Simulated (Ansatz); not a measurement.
# H4OSn: molecular dynamics

Aim: follow the molecule's vibrations and see whether its bonds hold. The start is relaxed first. Runs: 300 steps of 0.5 fs under a Nosé-Hoover thermostat at 1500 K. SMILES of the start: [OH][SnH3].

Method: RHF/def2-SVP, in Ansatz 0.2.0.

## (1) Starting point

Bond lengths: Sn1–H2 1.740 Å, Sn1–O3 1.960 Å, O3–H4 1.010 Å, Sn1–H5 1.739 Å, Sn1–H6 1.739 Å. Angles: H2–Sn1–O3 109.4°, H2–Sn1–H5 109.5°, H2–Sn1–H6 109.5°, O3–Sn1–H5 109.5°, O3–Sn1–H6 109.5°, H5–Sn1–H6 109.5°, Sn1–O3–H4 109.5°.

Structure file:

```xyz
6

Sn    0.0000    0.0000    0.0000
H     0.0000    0.0000    1.7400
O     1.8483    0.0000   -0.6527
H     2.1646   -0.9521   -0.7693
H    -0.8195    1.4198   -0.5794
H    -0.8195   -1.4198   -0.5794
```

## (2) Preparing the start

input.yaml reads:

```yaml
crystal:
  periodic: [false, false, false]
  atoms:
    - { symbol: Sn, position_ang: [0.0, 0.0, 0.0] }
    - { symbol: H, position_ang: [0.0, 0.0, 1.74] }
    - { symbol: O, position_ang: [1.8483, 0.0, -0.6527] }
    - { symbol: H, position_ang: [2.1646, -0.9521, -0.7693] }
    - { symbol: H, position_ang: [-0.8195, 1.4198, -0.5794] }
    - { symbol: H, position_ang: [-0.8195, -1.4198, -0.5794] }
basis:
  gaussian: { orbitals: def2-SVP }
hamiltonian:
  xc: hf
relax:
  f_tol: 0.02
  max_steps: 40
```

Launch:

```
ansatz run input.yaml --threads 1 --pin off --max-ram 2048MiB --backend cpu --events-out ev --progress --plain --runs-dir out
```

Further steps of the session: Dynamics.

Q: Predict the outcome of this session. Wanted: relaxation of the start; temperature, first and last step; temperature, second half; potential energy, second half; largest change of the conserved energy; bonds formed or broken.

**Answer**, as computed:

| quantity | value |
| --- | --- |
| relaxation of the start | 9 moves, 0.179 eV lower |
| length | 300 steps of 0.5 fs |
| temperature, first and last step | 1500 and 867 K |
| temperature, second half | mean 948 K, from 391 to 1382 K |
| potential energy, second half | +52 meV/atom from the start |
| largest change of the conserved energy | 0.46 meV/atom |
| bonds formed or broken | 0 |

**Reading.** Against a set 1500 K the second half averages 948 K with a spread of 258 K; 52 meV/atom has gone into potential energy, and a thermostat that acts over some 300 fs has not made it up in 150 fs. The conserved energy strays from its start by at most 0.46 meV/atom, 0.6 % of the mean kinetic energy, so a step of 0.5 fs is short enough over this time. The bonds all hold. A run of 150 fs with 6 atoms shows the motion but fixes no equilibrium value. The nuclei move classically, without zero-point motion, which matters most for hydrogen.
